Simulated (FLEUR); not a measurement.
Runs of FLEUR MaX-R8.1 (later development tree) on HPbNO4. The typed cell holds 7 atoms: a = 4.275 Å, b = 5.609 Å, c = 5.670 Å, α = 100.02°, β = 111.92°, γ = 111.82°. The cell was built by a generator and needn't be a form met in nature.

```tsv
task	level	spin	gap on the mesh (eV)
band structure	PBE	SOC, no magnetisation	2.89
band structure	PBE	off	2.97
single point	RPBE	off	(a)
single point	PBEsol	off	2.97
single point	LDA	off	2.90
```

Alike in all rows: potentials or basis all-electron, FLAPW; cell as given; k mesh 5 × 4 × 4; smearing fermi-dirac 0.05 eV; kmax 6.3 1/bohr.

Problem. Estimate the missing entries.

Solution. (a) 3.07.

Caveats: the plane-wave cutoff is short for the small spheres of the light atoms, so energies, forces and moduli aren't converged; spin-orbit coupling is left out, which as a rule narrows the gap of such compounds by several tenths of an eV (some runs); an odd mesh through Γ misses points on the zone boundary, where band edges often lie (some runs); spin-orbit coupling is added in second variation on a limited number of bands (some runs).

A k mesh can miss the band edges, and rows without SOC leave out spin-orbit coupling on Pb.
